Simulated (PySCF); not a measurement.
# SbO−: from the state search to spectroscopic constants

The task here is to estimate one member of a computed series from the others.

Method: Sb aug-cc-pVDZ-PP with ECP28, O aug-cc-pVDZ, scalar-relativistic core potentials; program: PySCF 2.14.0.

2 further runs of the same task are left out: 2 set aside as unsound or not needed.

The first run:

A driver script around PySCF takes these settings:

```json
{"atoms": "Sb, O", "charge": "-1", "basis": "Sb aug-cc-pVDZ-PP with ECP28, O aug-cc-pVDZ", "Hamiltonian": "scalar-relativistic core potentials", "basis functions": "55", "electrons treated": "32", "masses in u": "120.9038, 15.9949", "levels": "PBE0, PBE, r²SCAN, B3LYP, r²SCAN0, M06-L, ωB97X, MP2, SCS-MP2", "grid": "80 radial by 434 angular points", "occupations": "held fixed by the projection of orbital angular momentum", "dissociation limit": "Sb + O−, each in its ground configuration", "starting distance in angstrom": "2.065", "values of 2S to try": "0, 2, 4"}
```

On the command line:

```
$ OMP_NUM_THREADS=1 python dia.py task.json out
```

Steps of the session up to this table: Input; PBE0 along the bond; Excited determinants; PBE (GGA); r²SCAN; B3LYP (global hybrid GGA); r²SCAN0 (hybrid meta-GGA); M06-L (meta-GGA); ωB97X.

One table of the session follows, with a row left open; its other results are not shown here.

Energy (eV) from each level's lowest point:

| R (Å) | ROHF-MP2 | ROHF-SCS-MP2 | PBE | r²SCAN | M06-L |
| --- | --- | --- | --- | --- | --- |
| 1.638 | 1.717 | 1.693 | 1.733 | 1.589 | 1.696 |
| 1.714 | 0.787 | 0.771 | 0.816 | 0.710 | 0.784 |
| 1.791 | 0.265 | 0.257 | 0.293 | 0.229 | 0.272 |
| 1.848 | 0.069 | 0.066 | 0.088 | 0.055 | 0.077 |
| 1.905 | 0.000 | 0.000 | 0.000 | 0.000 | 0.000 |
| 1.962 | 0.031 | 0.031 | 0.002 | 0.034 | 0.013 |
| 2.038 | ? | ? | ? | ? | ? |
| 2.134 | 0.548 | 0.529 | 0.341 | 0.463 | 0.381 |
| 2.248 | 1.128 | 1.073 | 0.714 | 0.891 | 0.768 |
| 2.400 | 2.014 | 1.895 | 1.268 | 1.511 | 1.339 |

**Question.** Estimate the row for R (Å) = 2.038.

Worked estimate for «ROHF-MP2». A straight line through the neighbours (1.962, 0.031) and (2.134, 0.548) gives 0.031 + (0.548 − 0.031) × (2.038 − 1.962) / (2.134 − 1.962) = 0.259; a parabola fitted to 4 rows on both sides gives 0.204.

**Answer.** ROHF-MP2: 0.193; ROHF-SCS-MP2: 0.190; PBE: 0.105; r²SCAN: 0.178; M06-L: 0.129. In «ROHF-MP2» the line misses by +0.066 and the parabola by +0.011.
